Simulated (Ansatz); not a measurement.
I need vertical spin-state energies of C2H7NOSi, SMILES C=N[SiH](C)O. Use Ansatz 0.2.0 through its Python package. Level of theory (for the species named): r2SCAN, def2-TZVP basis, multiplicity 1.

Input file `c2h7nosi.xyz`:
```text
12

C    -1.26460    1.16070    0.76800
N    -1.10800    0.82550   -0.45780
Si    0.33620   -0.02290   -0.78950
C     0.39240   -1.61220    0.12210
O     1.56040    1.00800   -0.30360
H    -0.62630    1.04800    1.60440
H    -2.21520    1.75190    0.99930
H     0.53030   -0.19800   -2.24110
H     0.23630   -1.46050    1.24920
H     1.22920   -2.20510   -0.02990
H    -0.54160   -2.23430   -0.17190
H     1.54790    1.88380   -0.71520
```

Script `spin_c2h7nosi.py`:
```python
# -*- coding: utf-8 -*-
import ansatz as az

config = {
    "basis_set": "def2-TZVP",
    "functional": "r2scan",
}

c2h7nosi = az.Crystal.molecule_from_extxyz("c2h7nosi.xyz")

model = c2h7nosi.calculation().basis(gaussian=config["basis_set"]).functional(config["functional"])
found = {}
for unpaired in [0, 2]:
    data = model.spin("collinear", total=unpaired).run(threads=1).report
    s = unpaired / 2
    found[unpaired] = data["free_energy_ev"]
    print(f"2S+1 = {unpaired + 1}: E = {found[unpaired]:.5f} eV, <S^2> = {abs(data['mean_field']['state']['spin_squared']):.3f} (pure state {s * (s + 1):.2f})")
lowest = min(found, key=found.get)
for unpaired, e in found.items():
    print(f"multiplicity {unpaired + 1}: {23.060548 * (e - found[lowest]):.1f} kcal/mol above the lowest")
```

Output of `python spin_c2h7nosi.py`:
```text
2S+1 = 1: E = -13602.45731 eV, <S^2> = 0.000 (pure state 0.00)
2S+1 = 3: E = -13599.37231 eV, <S^2> = 2.009 (pure state 2.00)
multiplicity 1: 0.0 kcal/mol above the lowest
multiplicity 3: 71.1 kcal/mol above the lowest
```

In order: multiplicity 1 (+0.00 eV) and multiplicity 3 (+3.08 eV), all at the one geometry.

What to keep in mind:
- Total energies depend on the basis set; only differences at equal settings carry meaning.
- The geometry is a force-field or estimated start, not a minimum of this method, and the basis set is short of its limit. All parts are taken at fixed geometry, without zero-point energy.
- It ran for 88 s on 1 thread of Arm Neoverse N1, on a shared host, peak memory 0.4 GiB.
